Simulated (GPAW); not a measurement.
Runs of GPAW 26.7.0 on Ta3AsAu2O13. The typed cell holds 19 atoms: a = 5.724 Å, b = 6.389 Å, c = 8.473 Å, α = 80.92°, β = 88.19°, γ = 78.31°. The cell was built by a generator and needn't be a form met in nature.

```tsv
task	level	potentials or basis	cell	k mesh	ranks	band path	band points	optimizer	fmax	gap on the mesh (eV)	pressure (GPa)	largest force (eV/Å)
band structure	PBEsol	PAW data sets generated in the run's folder for this functional, pw	as given	4 × 3 × 3	4	XGY,LGZ,NGM,RG	80	-	-	1.28	-2.5	(a)
relaxation of cell and atoms	PBE	GPAW PAW data sets (gpaw-data 1.2.1), pw	relaxed	4 × 3 × 3	4	-	-	BFGS	0.02 eV/Å	(c)	0.0	0.02
single point	PBE	GPAW PAW data sets (gpaw-data 1.2.1), pw	as given	5 × 5 × 4	4	-	-	-	-	1.28	2.2	0.49
band structure	LDA	the program's PAW data sets (release 1.2.1) made for this functional, pw	as given	4 × 3 × 3	4	XGY,LGZ,NGM,RG	80	-	-	1.25	(b)	0.78
band structure	r2SCAN	GPAW PAW data sets (gpaw-data 1.2.1), pw	as given	4 × 3 × 3	8	XGY,LGZ,NGM,RG	80	-	-	1.57	-2.9	0.62
```

Alike in all rows: no spin polarisation; cutoff (eV) 800; smearing fermi-dirac 0.05 eV.

**Question.** Fill in the values left out.

**Answer.** (a) 0.39; (b) -7.3; (c) 1.19.

Caveats: with this Au data set, volumes or pressures lay over 1.5 % or 2 GPa off other programs in two to four cells of ten; spin-orbit coupling is left out, which moves the levels of the heavy elements; an odd mesh through Γ misses points on the zone boundary, where band edges often lie (some runs); later steps reuse the first step's grids (some runs); the PAW data sets were made with another functional, which shifts forces and pressure a little (some runs).

A k mesh can miss the band edges, and the runs leave out spin-orbit coupling on As, Au, Ta.

Not every run made on this cell is shown here.
